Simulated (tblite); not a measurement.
# C3H9BrSi3: the cost of one run

Programs: tblite 0.8.0 and PySCF 2.14.0, with density-fitted response routines of our own. Each step states its level of theory. These are calculated values for one molecule in the gas phase, unless marked as measured. Atoms count from 0, in the outputs and in this text.

**1. Starting geometry**

16 atoms, charge 0, multiplicity 1; geometry from: force field or distance geometry start.

Bonds of the start (Å): C0–C1 1.20, C1–Si2 1.84, Si2–Si3 2.23, Si2–Br4 2.23, Si2–C5 1.85, C5–Si6 1.85, C0–H7 1.08, Si3–H8 1.49, Si3–H9 1.46, Si3–H10 1.47, C5–H11 1.11, C5–H12 1.13, Si6–H13 1.49, Si6–H14 1.46, Si6–H15 1.48.

**2. Geometry optimisation with GFN2-xTB**

The job: settings as JSON, then the geometry in Å.

```
{"job": {"kind": "relax", "xc": "GFN2-xTB", "basis": "xTB"}, "charge": 0, "multiplicity": 1}
C     -0.955400     3.242400     0.627000
C     -0.771900     2.097300     0.317600
Si    -0.437600     0.345800    -0.119300
Si    -2.208100    -0.829700     0.544500
Br    -0.357700     0.207700    -2.343100
C      1.125000    -0.191800     0.703500
Si     2.215100    -1.254600    -0.347900
H     -1.125400     4.273400     0.910000
H     -1.752400    -2.129100     1.101200
H     -3.097900    -1.062100    -0.591700
H     -2.912900    -0.071900     1.592600
H      0.920600    -0.707500     1.659300
H      1.692200     0.756800     0.956000
H      2.446400    -2.523000     0.407400
H      1.671700    -1.542700    -1.672900
H      3.540900    -0.602200    -0.488200
```

On the command line:

```sh
> OMP_NUM_THREADS=1 python probes_run.py task.json out
```

The driver reads the jobs from task.json and runs them one after another.

**Question.** How long does this first job take on 1 thread of Arm Neoverse V1, shared host, and how much memory does it need?

About 2 s, with a peak of 0.18 GiB.
